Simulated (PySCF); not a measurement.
# GaCNCl2 (SMILES N#[C][Ga]([Cl])[Cl]): levels of theory compared

Aim: a comparison of 6 runs (HF/STO-3G, HF/aug-cc-pVDZ, PBE0/def2-SVP, TPSSh/def2-SVP, B3LYP/6-31G*, MP2/def2-TZVP) of GaCNCl2. The job is set up through a Python script.

Program for the calculation: PySCF 2.14.0.

1 further run of the same task is left out (set aside as unsound or not needed).

## 1. The structure to begin with

GaCNCl2: 5 atoms, total charge 0, spin state singlet. SMILES: `N#[C][Ga]([Cl])[Cl]`. Geometry: relaxed at PBE0-D4/def2-TZVP.

Bond lengths: N1–C2 1.152 Å, C2–Ga3 1.918 Å, Ga3–Cl4 2.106 Å, Ga3–Cl5 2.106 Å. Angles: N1–C2–Ga3 180.0°, C2–Ga3–Cl4 119.8°, C2–Ga3–Cl5 119.8°, Cl4–Ga3–Cl5 120.5°.

## 2. Energy and gradient at HF/STO-3G (run 1)

File calc.py:

```python
import pyscf.grad
from pyscf import gto

molecule = gto.Mole()
molecule.atom = [
    ('N', (0.909600, -1.318100, 1.914000)),
    ('C', (0.493500, -0.715000, 1.025200)),
    ('Ga', (-0.199400, 0.288700, -0.455700)),
    ('Cl', (-1.735500, -0.526200, -1.643200)),
    ('Cl', (0.581700, 2.197000, -0.881800)),
]
molecule.max_memory = 1860
molecule.basis = 'sto-3g'
molecule.spin = 0
molecule.charge = 0
molecule.verbose = 4
molecule.build()

calc0 = molecule.RHF()
calc0.conv_tol = 1e-10
calc0.kernel()
if not calc0.converged:
    calc0 = calc0.newton().run(calc0.mo_coeff, calc0.mo_occ)

energy = calc0.e_tot
print(f'total energy: {energy:.8f} hartree')
grad = calc0.Gradients().kernel()
calc0.analyze()
```

Started as:

```console
$ OMP_NUM_THREADS=1 python calc.py
```

What it wrote:

```text
PySCF version 2.14.0

[INPUT] num. atoms = 5
[INPUT] num. electrons = 78
[INPUT] charge = 0
[INPUT] spin (= nelec alpha-beta = 2S) = 0
[INPUT] symmetry False subgroup None
[INPUT] Mole.unit = angstrom
[INPUT] Symbol           X                Y                Z      unit          X                Y                Z       unit  Magmom
[INPUT]  1 N      0.909600000000  -1.318100000000   1.914000000000 AA    1.718894882904  -2.490848004789   3.616935802418 Bohr   0.0
[INPUT]  2 C      0.493500000000  -0.715000000000   1.025200000000 AA    0.932579842473  -1.351154179064   1.937347222904 Bohr   0.0
[INPUT]  3 Ga    -0.199400000000   0.288700000000  -0.455700000000 AA   -0.376811389238   0.545563932162  -0.861148194964 Bohr   0.0
[INPUT]  4 Cl    -1.735500000000  -0.526200000000  -1.643200000000 AA   -3.279619689183  -0.994373886746  -3.105197967885 Bohr   0.0
[INPUT]  5 Cl     0.581700000000   2.197000000000  -0.881800000000 AA    1.099253686659   4.151728295669  -1.666360496641 Bohr   0.0

[... 65 lines left out ...]
Nuclear Repulsion Energy =             473.692743637026638
[... 6 lines left out ...]
MO #1   energy= -374.734838655183  occ= 2
[... 4 lines left out ...]
MO #6   energy= -42.0184856164444  occ= 2
[... 4 lines left out ...]
MO #11  energy= -10.3849185893259  occ= 2
[... 4 lines left out ...]
MO #16  energy= -7.82314109429037  occ= 2
[... 4 lines left out ...]
MO #21  energy= -4.04486962653392  occ= 2
[... 4 lines left out ...]
MO #26  energy= -0.535157510048363 occ= 2
[... 4 lines left out ...]
MO #31  energy= -0.470074137687713 occ= 2
[... 4 lines left out ...]
MO #36  energy= -0.421563551064519 occ= 2
[... 4 lines left out ...]
MO #41  energy= 0.207873485702056  occ= 0
[... 4 lines left out ...]
MO #46  energy= 1.20852453944981   occ= 0
[... 15 lines left out ...]
pop of  2 Ga 4s           1.00255
pop of  2 Ga 2px          2.00000
pop of  2 Ga 2py          2.00000
pop of  2 Ga 2pz          2.00000
pop of  2 Ga 3px          1.99883
pop of  2 Ga 3py          1.99882
pop of  2 Ga 3pz          1.99888
pop of  2 Ga 4px          0.46669
pop of  2 Ga 4py          0.58813
pop of  2 Ga 4pz          0.54466
pop of  2 Ga 3dxy         1.95272
pop of  2 Ga 3dyz         1.95410
pop of  2 Ga 3dz^2        1.98387
pop of  2 Ga 3dxz         1.92306
pop of  2 Ga 3dx2-y2      1.97132
pop of  3 Cl 1s           2.00000
pop of  3 Cl 2s           1.99984
pop of  3 Cl 3s           1.89647
pop of  3 Cl 2px          1.99980
pop of  3 Cl 2py          1.99991
pop of  3 Cl 2pz          1.99986
pop of  3 Cl 3px          1.66412
pop of  3 Cl 3py          1.86466
pop of  3 Cl 3pz          1.77942
pop of  4 Cl 1s           2.00000
pop of  4 Cl 2s           1.99984
pop of  4 Cl 3s           1.89644
pop of  4 Cl 2px          1.99992
pop of  4 Cl 2py          1.99971
pop of  4 Cl 2pz          1.99995
pop of  4 Cl 3px          1.85326
pop of  4 Cl 3py          1.54269
pop of  4 Cl 3pz          1.91224
 ** Mulliken atomic charges  **
charge of    0N =     -0.08702
charge of    1C =     -0.12295
charge of    2Ga =      0.61810
charge of    3Cl =     -0.20408
charge of    4Cl =     -0.20405
Dipole moment(X, Y, Z, Debye): -0.27951,  0.40580, -0.59701
```

Run time: 3.9 s. Hardware: 1 thread of Intel Xeon at 2.70GHz, shared host; peak memory 0.12 GiB.

## 3. Energy and forces at HF/aug-cc-pVDZ (run 2)

File input.py:

```python
# N#[C][Ga]([Cl])[Cl]
import pyscf.grad
from pyscf import gto

molecule = gto.Mole()
molecule.atom = [
    ('N', (0.909600, -1.318100, 1.914000)),
    ('C', (0.493500, -0.715000, 1.025200)),
    ('Ga', (-0.199400, 0.288700, -0.455700)),
    ('Cl', (-1.735500, -0.526200, -1.643200)),
    ('Cl', (0.581700, 2.197000, -0.881800)),
]
molecule.verbose = 4
molecule.basis = 'aug-cc-pvdz'
molecule.max_memory = 1860
molecule.build()

mf = molecule.RHF()
mf.conv_tol = 1e-10
mf.kernel()
if not mf.converged:
    mf = mf.newton().run(mf.mo_coeff, mf.mo_occ)

etot = mf.e_tot
print('E(%s) = %.9f' % ('HF', etot))
grad = mf.Gradients().kernel()
dip = mf.dip_moment()
pop, q = mf.mulliken_pop()
```

Started as:

```console
$ OMP_NUM_THREADS=1 python input.py
```

What it wrote:

```text
PySCF version 2.14.0

[INPUT] num. atoms = 5
[INPUT] num. electrons = 78
[INPUT] charge = 0
[INPUT] spin (= nelec alpha-beta = 2S) = 0
[INPUT] symmetry False subgroup None
[INPUT] Mole.unit = angstrom
[INPUT] Symbol           X                Y                Z      unit          X                Y                Z       unit  Magmom
[INPUT]  1 N      0.909600000000  -1.318100000000   1.914000000000 AA    1.718894882904  -2.490848004789   3.616935802418 Bohr   0.0
[INPUT]  2 C      0.493500000000  -0.715000000000   1.025200000000 AA    0.932579842473  -1.351154179064   1.937347222904 Bohr   0.0
[INPUT]  3 Ga    -0.199400000000   0.288700000000  -0.455700000000 AA   -0.376811389238   0.545563932162  -0.861148194964 Bohr   0.0
[INPUT]  4 Cl    -1.735500000000  -0.526200000000  -1.643200000000 AA   -3.279619689183  -0.994373886746  -3.105197967885 Bohr   0.0
[INPUT]  5 Cl     0.581700000000   2.197000000000  -0.881800000000 AA    1.099253686659   4.151728295669  -1.666360496641 Bohr   0.0

[... 50 lines left out ...]
converged SCF energy = -2934.68223629752
[... 12 lines left out ...]
Dipole moment(X, Y, Z, Debye): -0.73900,  1.07192, -1.57913
[... 103 lines left out ...]
pop of  3 Cl 3dxz         0.00560
pop of  3 Cl 3dx2-y2      0.00258
pop of  3 Cl 4dxy         0.00547
pop of  3 Cl 4dyz         0.00299
pop of  3 Cl 4dz^2        0.00510
pop of  3 Cl 4dxz         0.00408
pop of  3 Cl 4dx2-y2      0.00427
pop of  4 Cl 1s           2.00010
pop of  4 Cl 2s           2.01466
pop of  4 Cl 3s           0.92480
pop of  4 Cl 4s           0.98812
pop of  4 Cl 5s           0.08892
pop of  4 Cl 2px          1.99951
pop of  4 Cl 2py          1.99965
pop of  4 Cl 2pz          1.99948
pop of  4 Cl 3px          1.04211
pop of  4 Cl 3py          0.92766
pop of  4 Cl 3pz          1.06486
pop of  4 Cl 4px          0.80400
pop of  4 Cl 4py          0.66395
pop of  4 Cl 4pz          0.82634
pop of  4 Cl 5px          0.02785
pop of  4 Cl 5py          0.02856
pop of  4 Cl 5pz          0.02102
pop of  4 Cl 3dxy         0.00477
pop of  4 Cl 3dyz         0.00274
pop of  4 Cl 3dz^2        0.00237
pop of  4 Cl 3dxz         0.00064
pop of  4 Cl 3dx2-y2      0.00493
pop of  4 Cl 4dxy         0.00700
pop of  4 Cl 4dyz         0.00593
pop of  4 Cl 4dz^2        0.00248
pop of  4 Cl 4dxz         0.00118
pop of  4 Cl 4dx2-y2      0.00532
 ** Mulliken atomic charges  **
charge of    0N =     -0.17133
charge of    1C =     -0.35602
charge of    2Ga =      1.44537
charge of    3Cl =     -0.45906
charge of    4Cl =     -0.45896
```

It took 51 s on 1 thread of Intel Xeon at 2.70GHz, shared host; peak memory 0.45 GiB.

Runs 3 to 5 aren't shown in full; the table further down has their settings and results.

## 4. Energy and gradient at MP2/def2-TZVP (run 6)

File job.py:

```python
from pyscf import gto, scf, mp

system = gto.M(
    atom='''
N      1.718895    -2.490848     3.616936
C      0.932580    -1.351154     1.937347
Ga    -0.376811     0.545564    -0.861148
Cl    -3.279620    -0.994374    -3.105198
Cl     1.099254     4.151728    -1.666360
''',
    basis='def2-tzvp',
    max_memory=1860,
    unit='bohr',
    verbose=3,
)

myscf = scf.RHF(system)
myscf.conv_tol = 1e-10
myscf.kernel()
if not myscf.converged:
    myscf = myscf.newton().run(myscf.mo_coeff, myscf.mo_occ)

pt = mp.MP2(myscf, frozen=21).run()
e_tot = pt.e_tot
print(f'total energy: {e_tot:.8f} hartree')
grad = pt.nuc_grad_method().kernel()
dip = myscf.dip_moment()
pop, q = myscf.mulliken_pop()
```

Started as:

```console
$ OMP_NUM_THREADS=1 python job.py
```

What it wrote:

```text
converged SCF energy = -2934.75146178039
[... 2 lines left out ...]
total energy: -2935.65988613 hartree
[... 8 lines left out ...]
Dipole moment(X, Y, Z, Debye): -0.74556,  1.08142, -1.59318
[... 151 lines left out ...]
pop of  4 Cl 4s           1.08736
pop of  4 Cl 5s           0.85566
pop of  4 Cl 2px          1.39658
pop of  4 Cl 2py          1.38954
pop of  4 Cl 2pz          1.39794
pop of  4 Cl 3px          0.56252
pop of  4 Cl 3py          0.56672
pop of  4 Cl 3pz          0.56167
pop of  4 Cl 4px          0.36605
pop of  4 Cl 4py          0.33187
pop of  4 Cl 4pz          0.37303
pop of  4 Cl 5px          0.98597
pop of  4 Cl 5py          0.87610
pop of  4 Cl 5pz          1.00568
pop of  4 Cl 6px          0.54020
pop of  4 Cl 6py          0.44147
pop of  4 Cl 6pz          0.55364
pop of  4 Cl 3dxy         0.00192
pop of  4 Cl 3dyz         0.00103
pop of  4 Cl 3dz^2        0.00097
pop of  4 Cl 3dxz         0.00024
pop of  4 Cl 3dx2-y2      0.00200
pop of  4 Cl 4dxy         0.00563
pop of  4 Cl 4dyz         0.00406
pop of  4 Cl 4dz^2        0.00252
pop of  4 Cl 4dxz         0.00101
pop of  4 Cl 4dx2-y2      0.00578
pop of  4 Cl 4f-3         0.00035
pop of  4 Cl 4f-2         0.00017
pop of  4 Cl 4f-1         0.00025
pop of  4 Cl 4f+0         0.00015
pop of  4 Cl 4f+1         0.00006
pop of  4 Cl 4f+2         0.00016
pop of  4 Cl 4f+3         0.00039
 ** Mulliken atomic charges  **
charge of    0N =     -0.11677
charge of    1C =     -0.25959
charge of    2Ga =      0.96197
charge of    3Cl =     -0.29284
charge of    4Cl =     -0.29276
```

Wall time 4.1 min (1 thread of Intel Xeon at 2.70GHz, shared host); peak memory 2.5 GiB.

## 5. The series

```csv
run,level,integration grid,Cartesian functions,energy (Eh),dipole moment (D) of the reference,HOMO energy (eV),LUMO energy (eV),wall time
1,HF/STO-3G,–,no,-2901.326406,0.77,-10.46,2.63,3.9 s
2,HF/aug-cc-pVDZ,–,no,-2934.682236,2.05,-13.20,0.29,51 s
3,PBE0/def2-SVP,5,no,-2936.940384,1.89,-9.71,-2.47,37 s
4,TPSSh/def2-SVP,5,no,-2937.620057,1.86,-8.98,-2.83,47 s
5,B3LYP/6-31G* (Cartesian functions),5,yes,-2937.973064,1.75,-9.47,-2.81,46 s
6,MP2/def2-TZVP,–,no,-2935.659886,2.06,-13.18,0.47,4.1 min
```

## 6. Results

| quantity | value |
| --- | --- |
| run 6: total energy | -2935.65989 Eh |
| run 6: dipole moment (Hartree–Fock density) | 2.06 D |
| run 6: HOMO energy (Hartree–Fock orbitals) | -13.18 eV |
| run 6: LUMO energy (Hartree–Fock orbitals) | 0.47 eV |
| run 6: HOMO–LUMO gap (Hartree–Fock orbitals) | 13.65 eV |
| run 6: correlation energy (21 core orbitals frozen) | -908.4 mEh |
| run 6: largest force on an atom | 2.568 eV/Å |

What this shows: Over runs 1, 2, 3, 4, 5 the dipole moment (its size) runs from 0.77 D (HF/STO-3G) to 2.05 D (HF/aug-cc-pVDZ). Over runs 1, 2, 3, 4, 5 the HOMO–LUMO gap runs from 6.15 eV (TPSSh/def2-SVP) to 13.50 eV (HF/aug-cc-pVDZ). The two ends differ in method and basis. Totals of different functionals can't be ranked against each other. In run 1 the basis is minimal, so the values are rough. All runs together took 7.2 min, the longest 4.1 min.
